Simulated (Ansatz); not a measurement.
**BClH9NSi3: up Jacob's ladder to CCSD(T)**

An exercise on one series of results from a longer session: the logs are not shown, and one member is left open.

Program: Ansatz 0.2.0, Gaussian basis. Level of theory: functionals in def2-TZVPP, the program's frozen cores in correlated methods. These are calculated values, not measurements.

The runs, in order: LDA (SPW92), PBE-D4, revPBE-D4, BLYP-D4, r2SCAN-D4, B97M-V, PBE0-D4, B3LYP-D4, r2SCANh-D4, r2SCAN0-D4, HSE06-D4, BHLYP-D4, CAM-B3LYP-D4, LC-ωPBE, ωB97X-V, ωB97M-V, B2PLYP, PBE-QIDH; CCSD(T)/def2-SVP; MP2/def2-TZVPP; MP2/def2-QZVPP; RPA on PBE.

**The relaxed structure**

An earlier PBE0-D4 in a triple-zeta def2 set relaxation fixed the geometry.

15 atoms, charge 0, spin multiplicity 1.

Atoms are counted from 1 here; the program's logs count them from 0.

Bond lengths: B1–N2 1.414 Å, B1–H7 1.200 Å, B1–H8 1.197 Å, N2–Si3 1.767 Å, N2–Si5 1.737 Å, Si3–Si4 2.346 Å, Si3–H9 1.484 Å, Si3–H10 1.489 Å, Si4–H11 1.487 Å, Si4–H12 1.489 Å, Si4–H13 1.486 Å, Si5–Cl6 2.055 Å, Si5–H14 1.475 Å, Si5–H15 1.481 Å. Angles: N2–B1–H7 119.1°, N2–B1–H8 120.1°, H7–B1–H8 120.8°, B1–N2–Si3 121.7°, B1–N2–Si5 118.3°, Si3–N2–Si5 119.9°, N2–Si3–Si4 111.8°, N2–Si3–H9 107.5°, N2–Si3–H10 108.8°, Si4–Si3–H9 110.7°, Si4–Si3–H10 108.9°, H9–Si3–H10 109.0°, Si3–Si4–H11 110.9°, Si3–Si4–H12 107.9°, Si3–Si4–H13 110.7°, H11–Si4–H12 108.8°, H11–Si4–H13 109.4°, H12–Si4–H13 109.2° and more.

As a file:

```xyz
15

B    -0.03181    1.03625   -2.04407
N     0.34198    0.57461   -0.76130
Si    0.50548   -1.14823   -0.40437
Si   -0.87658   -1.80298    1.37428
Si    0.55375    1.74393    0.50521
Cl   -1.22649    2.06897    1.47829
H    -0.15623    2.21519   -2.22739
H    -0.21941    0.25542   -2.93190
H     0.16034   -1.89480   -1.63907
H     1.92242   -1.43262   -0.04477
H    -0.48969   -1.10642    2.62934
H    -0.70861   -3.26949    1.56935
H    -2.30130   -1.51161    1.06827
H     1.01266    3.03010   -0.05171
H     1.49169    1.19108    1.50904
```

The first run:

Input file in.yaml:

```yaml
crystal:
  periodic: [false, false, false]
  atoms:
    - {symbol: B, position_ang: [-0.031808, 1.036248, -2.044067]}
    - {symbol: N, position_ang: [0.341985, 0.574612, -0.761300]}
    - {symbol: Si, position_ang: [0.505484, -1.148233, -0.404366]}
    - {symbol: Si, position_ang: [-0.876579, -1.802976, 1.374276]}
    - {symbol: Si, position_ang: [0.553749, 1.743934, 0.505212]}
    - {symbol: Cl, position_ang: [-1.226495, 2.068970, 1.478289]}
    - {symbol: H, position_ang: [-0.156234, 2.215191, -2.227394]}
    - {symbol: H, position_ang: [-0.219411, 0.255420, -2.931896]}
    - {symbol: H, position_ang: [0.160338, -1.894796, -1.639069]}
    - {symbol: H, position_ang: [1.922422, -1.432624, -0.044771]}
    - {symbol: H, position_ang: [-0.489693, -1.106423, 2.629337]}
    - {symbol: H, position_ang: [-0.708612, -3.269487, 1.569349]}
    - {symbol: H, position_ang: [-2.301296, -1.511613, 1.068268]}
    - {symbol: H, position_ang: [1.012663, 3.030099, -0.051712]}
    - {symbol: H, position_ang: [1.491686, 1.191077, 1.509043]}
basis:
  gaussian: {orbitals: def2-TZVPP}
hamiltonian: {xc: lda}
output: {orbitals: {seedname: orbitals}}
```

On the command line:

```bash
$ ansatz run in.yaml --threads 4 --pin off --events-out ev --progress --plain --max-ram 11315MiB
```

Steps of the session up to this table: LDA; PBE-D4 (GGA); revPBE-D4 (GGA); BLYP-D4 (GGA); r2SCAN-D4 (meta-GGA); B97M-V (meta-GGA); PBE0-D4 (hybrid); B3LYP-D4 (hybrid); r2SCANh-D4 (hybrid); r2SCAN0-D4 (hybrid); HSE06-D4 (hybrid); BHLYP-D4 (hybrid); CAM-B3LYP-D4 (range-separated); LC-ωPBE (range-separated); ωB97X-V (range-separated); ωB97M-V (range-separated); B2PLYP (double hybrid); PBE-QIDH (double hybrid).

One of the session's tables, all rows but one given; the rest of the session is left out.

It belongs to the step «Frontier levels by functional». 

```
  functional  HOMO (eV)  gap (eV)
 LDA (SPW92)      -7.09      5.00
      PBE-D4      -6.99      5.17
   revPBE-D4      -6.95      5.23
     BLYP-D4      -6.85      5.20
   r2SCAN-D4      -7.23      5.74
      B97M-V      -7.37      5.74
     PBE0-D4      -8.10      7.23
    B3LYP-D4      -7.90      6.84
  r2SCANh-D4      -7.64      6.48
  r2SCAN0-D4      -8.26      7.58
    HSE06-D4      -7.71      6.46
    BHLYP-D4          ?         ?
CAM-B3LYP-D4      -9.37      9.59
     LC-ωPBE     -10.68     12.04
     ωB97X-V     -10.36     11.61
     ωB97M-V     -10.16     11.14
```

Q: Estimate the row for BHLYP-D4 from the others.

Worked estimate for «HOMO (eV)». Against the share of exact exchange, BLYP-D4 (0, -6.85), B3LYP-D4 (0.2, -7.90) give a slope of -5.25 per unit share; at 0.5 the line stands at -9.47.

The run gave: HOMO (eV): -9.11; gap (eV): 9.26. In «HOMO (eV)» the line misses by -0.36.
